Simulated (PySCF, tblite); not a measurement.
**C5H9GeSi radical: geometry, infrared bands and EPR parameters**

Wanted: the infrared bands and EPR parameters of C5H9GeSi radical (`[SiH2]C#[C][GeH2][CH]1CC1`), by calculation.

Programs: tblite 0.8.0 and PySCF 2.14.0, with density-fitted response routines of our own. Each step states its level of theory. These are calculated values for one molecule in the gas phase, unless marked as measured. Atoms are numbered from 0 throughout.

## Step 1: The molecule as given

16 atoms, charge 0, multiplicity 2; geometry from: force field or distance geometry start.

Bonds of the start (Å): Si0–C1 1.83, C1–C2 1.18, C2–Ge3 1.91, Ge3–C4 1.92, C4–C5 1.54, C5–C6 1.50, C6–C4 1.49, Si0–H7 1.45, Si0–H8 1.47, Ge3–H9 1.58, Ge3–H10 1.55, C4–H11 1.10, C5–H12 1.10, C5–H13 1.13, C6–H14 1.10, C6–H15 1.14.

## Step 2: Geometry optimisation with GFN2-xTB

The job: settings as JSON, then the geometry in Å.

```
{"job": {"kind": "relax", "xc": "GFN2-xTB", "basis": "xTB"}, "charge": 0, "multiplicity": 2}
Si     4.587200    -0.148600     0.409800
C      2.803300    -0.420400     0.090900
C      1.655700    -0.623300    -0.117400
Ge    -0.186100    -0.947500    -0.483300
C     -1.375900     0.006700     0.685100
C     -2.780400     0.180000     0.076200
C     -1.905500     1.366100     0.358800
H      5.080000    -1.061900     1.419400
H      4.720600     1.260600     0.804200
H     -0.441100    -2.476900    -0.188900
H     -0.402500    -0.620400    -1.981800
H     -1.403000    -0.267800     1.753100
H     -3.640700    -0.087500     0.714000
H     -2.836300    -0.064900    -1.021000
H     -1.588800     1.954700    -0.517200
H     -2.294000     1.960000     1.254100
```

Launch:

```sh
> OMP_NUM_THREADS=1 python probes_run.py task.json out
```

The driver reads the jobs from task.json and runs them one after another.

Log:

```text
step      E/eV     max force
  0    -510.55902    3.609
  1    -510.54564    6.173
  2    -510.81937    1.114
  3    -510.86451    0.670
  4    -510.89107    0.639
  5    -510.91686    0.447
  6    -510.93363    0.361
  7    -510.94984    0.315
  8    -510.95963    0.247
  9    -510.96926    0.227
 10    -510.97836    0.255
 11    -510.98679    0.214
 12    -510.99340    0.204
 13    -510.99981    0.206
 14    -511.00791    0.288
 15    -511.01603    0.261
 16    -511.02136    0.152
 17    -511.02438    0.129
 18    -511.02727    0.142
 19    -511.03097    0.183
 20    -511.03429    0.157
 21    -511.03637    0.110
 22    -511.03767    0.092
 23    -511.03918    0.116
 24    -511.04102    0.126
 25    -511.04268    0.112
 26    -511.04396    0.080
 27    -511.04515    0.093
 28    -511.04654    0.109
 29    -511.04787    0.095
 30    -511.04881    0.068
 31    -511.04941    0.059
 32    -511.04996    0.061
 33    -511.05061    0.073
 34    -511.05117    0.067
 35    -511.05148    0.049
 36    -511.05163    0.026
 37    -511.05175    0.035
 38    -511.05188    0.042
 39    -511.05204    0.039
 40    -511.05218    0.037
 41    -511.05229    0.030
 42    -511.05238    0.019
 43    -511.05243    0.020
 44    -511.05247    0.018
 45    -511.05251    0.015
 46    -511.05256    0.021
 47    -511.05262    0.028
 48    -511.05270    0.031
 49    -511.05278    0.022
 50    -511.05283    0.016
 51    -511.05287    0.016
 52    -511.05292    0.021
 53    -511.05298    0.027
 54    -511.05304    0.021
 55    -511.05309    0.013
 56    -511.05312    0.011
 57    -511.05315    0.015
 58    -511.05318    0.016
 59    -511.05321    0.013
 60    -511.05324    0.013
 61    -511.05327    0.015
 62    -511.05331    0.020
 63    -511.05337    0.029
 64    -511.05344    0.029
 65    -511.05349    0.016
 66    -511.05351    0.010
 67    -511.05352    0.010
```

It took 0.54 s on 1 thread of Arm Neoverse V1, shared host.

Step by step: (not every step is listed) (the energy doesn't fall at every step)

| step | energy from step 0 (eV) | largest force (eV/Å) |
| --- | --- | --- |
| 0 | 0.0000 | 3.6092 |
| 1 | 0.0134 | 6.1734 |
| 2 | -0.2604 | 1.1135 |
| 3 | -0.3055 | 0.6700 |
| 4 | -0.3321 | 0.6393 |
| 5 | -0.3578 | 0.4471 |
| 6 | -0.3746 | 0.3610 |
| 7 | -0.3908 | 0.3150 |
| 8 | -0.4006 | 0.2465 |
| 13 | -0.4408 | 0.2063 |
| 18 | -0.4683 | 0.1421 |
| 23 | -0.4802 | 0.1160 |
| 28 | -0.4875 | 0.1087 |
| 33 | -0.4916 | 0.0728 |
| 38 | -0.4929 | 0.0420 |
| 43 | -0.4934 | 0.0198 |
| 48 | -0.4937 | 0.0307 |
| 53 | -0.4940 | 0.0269 |
| 58 | -0.4942 | 0.0158 |
| 62 | -0.4943 | 0.0204 |
| 63 | -0.4943 | 0.0287 |
| 64 | -0.4944 | 0.0290 |
| 65 | -0.4945 | 0.0160 |
| 66 | -0.4945 | 0.0105 |
| 67 | -0.4945 | 0.0098 |

Close pairs (by a distance rule), those that changed most:

| bond | before (Å) | after (Å) | change (Å) |
| --- | --- | --- | --- |
| Ge3–H9 | 1.578 | 1.505 | -0.073 |
| C6–H15 | 1.142 | 1.080 | -0.062 |
| C5–H13 | 1.126 | 1.082 | -0.044 |
| Ge3–H10 | 1.549 | 1.506 | -0.043 |
| C1–C2 | 1.184 | 1.225 | +0.041 |
| C4–C5 | 1.541 | 1.501 | -0.040 |
| Ge3–C4 | 1.921 | 1.958 | +0.037 |
| Si0–C1 | 1.832 | 1.800 | -0.033 |

The next job starts from the end point, and lists it.

## Step 3: Infrared spectrum with GFN2-xTB

The job: settings as JSON, then the geometry in Å.

```
{"job": {"kind": "ir", "xc": "GFN2-xTB", "basis": "xTB"}, "charge": 0, "multiplicity": 2}
Si     4.470427    -0.043823     0.662279
C      2.741057    -0.379713     0.294010
C      1.594298    -0.635657    -0.050775
Ge    -0.198202    -1.006887    -0.514340
C     -1.484444    -0.090741     0.643693
C     -2.860823     0.193883     0.117002
C     -1.897218     1.313916     0.313658
H      5.266002    -1.073173     1.299033
H      4.923067     1.330731     0.727178
H     -0.367296    -2.501108    -0.458758
H     -0.442403    -0.560319    -1.932227
H     -1.419685    -0.328097     1.699566
H     -3.699712     0.109105     0.792603
H     -3.091626    -0.103464    -0.897029
H     -1.471898     1.778938    -0.565530
H     -2.069143     2.005353     1.125711
```

Log:

```text
mode    cm-1     km/mol
  1      17.6      0.12
  2      23.1      0.08
  3      50.7      0.54
  4     110.4      3.32
  5     139.2     11.02
  6     183.1     16.38
  7     205.9      0.82
  8     236.9      1.69
  9     248.8      2.93
 10     277.4     11.75
 11     360.9     15.53
 12     428.9     56.87
 13     473.0    115.58
 14     538.7     62.25
 15     646.0      8.46
 16     686.1    510.74
 17     742.1    148.43
 18     808.6     23.11
 19     816.9    187.76
 20     836.8     12.79
 21     886.0     68.95
 22     960.9      2.05
 23     987.5     19.37
 24    1015.0     26.56
 25    1065.1      1.10
 26    1071.4      0.18
 27    1108.3      0.34
 28    1155.8      0.02
 29    1227.3      4.63
 30    1325.7      7.03
 31    1443.6      0.01
 32    1485.8      1.29
 33    1930.2    343.09
 34    1986.1    489.76
 35    2081.9    318.68
 36    2389.3    118.86
 37    2393.0    445.90
 38    3014.4     36.91
 39    3054.6     16.76
 40    3060.7     29.82
 41    3074.3     29.66
 42    3086.8     84.77
```

Wall time 0.64 s (1 thread of Arm Neoverse V1, shared host).

Which atoms move in the most intense modes:

| cm⁻¹ | km/mol | atoms |
| --- | --- | --- |
| 686 | 510.7 | H10 48 %, H9 43 % |
| 742 | 148.4 | H7 47 %, H8 47 % |
| 817 | 187.8 | H10 43 %, H9 40 % |
| 1930 | 343.1 | H10 65 %, H9 34 % |
| 1986 | 489.8 | H9 64 %, H10 34 % |
| 2082 | 318.7 | C1 51 %, C2 48 % |
| 2389 | 118.9 | H8 71 %, H7 27 % |
| 2393 | 445.9 | H7 70 %, H8 26 % |

## Step 4: EPR parameters: B3LYP/def2-TZVP-core+pcH-1

The job, as its differences from that of step 3:

```diff
@@ -1,2 +1,2 @@
-{"job": {"kind": "ir", "xc": "GFN2-xTB", "basis": "xTB"}, "charge": 0, "multiplicity": 2}
+{"job": {"kind": "epr", "basis": "pcH-1"}, "charge": 0, "multiplicity": 2}
 Si     4.470427    -0.043823     0.662279
```

Method: UKS B3LYP, def2-TZVP-core on Ge, pcH-1 on C H Si, non-relativistic, mean-field spin-orbit, GIAO.

Log:

```text
UKS, coarse grid
  cycle   1  E = -2562.25216009  |g| = 1.37e+00
  cycle   2  E = -2562.11003783  |g| = 1.03e+00
  cycle   3  E = -2562.33118048  |g| = 4.04e-01
  cycle   4  E = -2562.38403274  |g| = 1.35e-01
  cycle   5  E = -2562.39248595  |g| = 5.19e-02
  cycle   6  E = -2562.39378844  |g| = 1.70e-02
  cycle   7  E = -2562.39394547  |g| = 2.51e-03
  cycle   8  E = -2562.39394764  |g| = 1.43e-03
  cycle   9  E = -2562.39395281  |g| = 7.78e-04
UKS, final grid
  cycle   1  E = -2562.39396066  |g| = 6.49e-04
  cycle   2  E = -2562.39396054  |g| = 9.07e-04
  cycle   3  E = -2562.39396094  |g| = 1.85e-04
  cycle   4  E = -2562.39396096  |g| = 1.30e-04
  cycle   5  E = -2562.39396099  |g| = 6.49e-05
  cycle   6  E = -2562.39396100  |g| = 2.65e-05
E = -2562.39396100 Eh   <S^2> = 0.7591 (exact 0.7500)
g shifts (ppm)      1          2          3
  rmc          -127       -127       -127
  gc              8         53         44
  oz_so        -146       1087       1937
  total        -265       1013       1855
hyperfine (MHz)  atom isotope    a_iso     a_fc   dipolar eigenvalues
    0  29Si    -204.07    -205.25   -177.34     88.17     89.16
    1   13C     -29.94     -29.96    -12.20      0.97     11.23
    2   13C      21.88      22.03    -21.71    -16.41     38.13
    3  73Ge       5.02       5.11     -0.30     -0.26      0.56
    4   13C      10.46      10.47     -0.91     -0.80      1.71
    5   13C       0.06       0.06     -0.23     -0.14      0.37
    6   13C      -0.29      -0.29     -0.12     -0.08      0.21
    7    1H     -35.84     -35.85    -11.55      3.52      8.03
    8    1H     -35.89     -35.91    -11.56      3.52      8.04
    9    1H       0.36       0.36     -1.05     -0.91      1.96
   10    1H      13.49      13.49     -1.04     -0.83      1.88
   11    1H      -0.55      -0.55     -0.93     -0.32      1.25
   12    1H       0.22       0.22     -0.30     -0.20      0.50
   13    1H       0.07       0.07     -0.35     -0.23      0.58
   14    1H       0.49       0.49     -0.47     -0.39      0.86
   15    1H       0.15       0.15     -0.36     -0.26      0.62
```

Run time: 4.2 min. Hardware: 1 thread of Arm Neoverse V1, shared host; peak memory 1.4 GiB.

Principal g values 2.00205, 2.00333, 2.00417; g(iso) = 2.00319, against 2.00232 for a free electron.

Hyperfine couplings; where a row names several nuclei, a(iso) is their mean (it holds for fast rotation or exchange) and the dipolar term the largest among them:

| nuclei | isotope | a(iso) (MHz) | a(iso) (G, at g = 2.0023) | largest dipolar term (MHz) |
| --- | --- | --- | --- | --- |
| Si0 | 29Si | -204.1 | -72.8 | -177.3 |
| H7, H8 | 1H | -35.9 | -12.8 | -11.6 |
| C1 | 13C | -29.9 | -10.7 | -12.2 |
| C2 | 13C | 21.9 | 7.8 | 38.1 |
| C4 | 13C | 10.5 | 3.7 | 1.7 |
| H9, H10 | 1H | 6.9 | 2.5 | 2.0 |
| Ge3 | 73Ge | 5.0 | 1.8 | 0.6 |
| H11 | 1H | -0.6 | -0.2 | 1.3 |
| H13, H14 | 1H | 0.3 | 0.1 | 0.9 |
| H12, H15 | 1H | 0.2 | 0.1 | 0.6 |
| C5, C6 | 13C | -0.1 | 0.0 | 0.4 |

Mulliken spin populations:

Si0 0.97; C1 -0.18; C2 0.28; Ge3 -0.01; C4 0.01; C5 0.00; C6 0.00; H7 -0.04; H8 -0.04; H9 0.00; H10 0.01; H11 0.00; H12 0.00; H13 0.00; H14 0.00; H15 0.00

In first order the couplings over 0.8 MHz of 1H give 9 distinct lines over 30.5 G, if the averaged nuclei exchange fast; the same motion can average rows kept apart here too.

Orbitals, density, ELF and potential are computed afterwards from the orbital file.

ELF in a plane through or near 7 of the atoms.

Ten even steps from '0' (0.00) to '9' (1.00):
```
0000000000000000000000000000
0000000000000000000000000000
0000000000000000000000000000
0000000000000000010000000000
0000022000000000798200000000
0000487300000002999400000000
0000699400000002899300000000
0000499511210014666200000000
0000221266541027847542000000
0002628295865147562475000000
0005932573857368374363000000
0005883576729126766730000000
0001441157777152313520000000
0000000023432324100000000000
0000000001102898200000000000
0000000000004999500000000000
0000000000004999400000000000
0000000000000463000000000000
0000000000000000000000000000
0000000000000000000000000000
```
The map spans 16.0 Å across and 10.3 Å up, centred on the molecule. Atoms in the plane (x, y in Å): Si0 (-4.5, 0.3), C1 (-2.8, -0.2), C2 (-1.6, -0.6), Ge3 (0.2, -1.2), C5 (2.9, 0.0), C6 (2.0, 1.2), H15 (2.1, 2.1).

On the surface of density 0.002 e/bohr³ the electrostatic potential runs, from the 1st to the 99th percentile, from -0.77 V near C1 to 0.93 V near H8.

The spin density lies nearest to Si0 51 %; C2 18 %; C1 10 % (both signs); H7, H8 about 9 % each.

## Step 5: Outcome

| quantity | value |
| --- | --- |
| strongest single infrared mode (GFN2-xTB) | 686 cm⁻¹, 511 km/mol |
| zero-point energy (GFN2-xTB) | 68.1 kcal/mol |
| g(iso) (B3LYP) | 2.00319 |
| ⟨S²⟩ | 0.759 (exact 0.75) |
| largest a(iso) (averaged by class) | 29Si on Si0, -204.1 MHz |
| potential on the surface of density 0.002 e/bohr³, 1st and 99th percentile | -0.77 V and 0.93 V |

**Reading.** The optimisation took 67 steps and gained 0.495 eV; among the close pairs (by a distance rule), Ge3–H9 changed most, from 1.578 to 1.505 Å. All 42 modes are real, so the xTB geometry is a minimum. The strongest single mode, at 686 cm⁻¹, moves mainly H10 and H9. Unscaled tight-binding wavenumbers are off by several per cent, some by more. Its intensities can rank the bands wrongly. Most of the unpaired spin sits on Si0 (0.97 e). The isotropic g lies 0.9 ppt above the free-electron value. The hyperfine terms hold no scalar relativity, which the heavier nuclei need. These values are for one conformer; the search (at its own cheap level) found 1 more, at 0.12 kcal/mol, and measured spectra average over such forms.
